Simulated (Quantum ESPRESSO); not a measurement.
A run of Quantum ESPRESSO 7.5 is set up as follows.

The input pw.in:

```
&CONTROL
  calculation = 'scf'
  prefix = 'pwscf'
  outdir = './tmp'
  pseudo_dir = './pseudo'
  tprnfor = .true.
  tstress = .true.
  disk_io = 'low'
/
&SYSTEM
  ibrav = 0
  nat = 5
  ntyp = 3
  ecutwfc = 45
  ecutrho = 360
  nbnd = 28
  occupations = 'smearing'
  smearing = 'fd'
  degauss = 0.00367493
/
&ELECTRONS
  conv_thr = 1d-09
  electron_maxstep = 120
  mixing_beta = 0.5
/
ATOMIC_SPECIES
Ba   137.3270 ba_pbesol_v1.uspp.F.UPF
Zr    91.2240 zr_pbesol_v1.uspp.F.UPF
O     15.9990 o_pbesol_v1.2.uspp.F.UPF
CELL_PARAMETERS angstrom
   4.1913400000    0.0000000000    0.0000000000
   0.0000000000    4.1913400000    0.0000000000
   0.0000000000    0.0000000000    4.1913400000
ATOMIC_POSITIONS crystal
Ba     0.0000000000    0.0000000000    0.0000000000
Zr     0.5000000000    0.5000000000    0.5000000000
O      0.5000000000    0.5000000000    0.0000000000
O      0.5000000000    0.0000000000    0.5000000000
O      0.0000000000    0.5000000000    0.5000000000
K_POINTS automatic
6 6 6 0 0 0
```

Contents of pp_density.in:

```
&INPUTPP
  prefix = 'pwscf'
  outdir = './tmp'
  filplot = 'density.dat'
  plot_num = 0
/
&PLOT
  nfile = 1
  filepp(1) = 'density.dat'
  iflag = 3
  output_format = 6
  fileout = 'density.cube'
/
```

Contents of pp_potential.in:

```
&INPUTPP
  prefix = 'pwscf'
  outdir = './tmp'
  filplot = 'potential.dat'
  plot_num = 11
/
&PLOT
  nfile = 1
  filepp(1) = 'potential.dat'
  iflag = 3
  output_format = 6
  fileout = 'potential.cube'
/
```

Potentials or basis: GBRV 1.5 PBEsol.

The run is started by

```sh
$ OMP_NUM_THREADS=1 mpirun -n 2 pw.x -nk 2 -in pw.in > pw.out
$ OMP_NUM_THREADS=1 mpirun -n 1 pp.x -in pp_density.in > pp_density.out
$ OMP_NUM_THREADS=1 mpirun -n 1 pp.x -in pp_potential.in > pp_potential.out
```

(1) Estimate the pressure.

(2) Predict the band gap on the k mesh.

Results:

(1) -0.8 GPa.

(2) 3.15 eV, indirect (least direct gap 3.36 eV).

Caveat: spin-orbit coupling is left out, which moves the levels of the heavy elements.
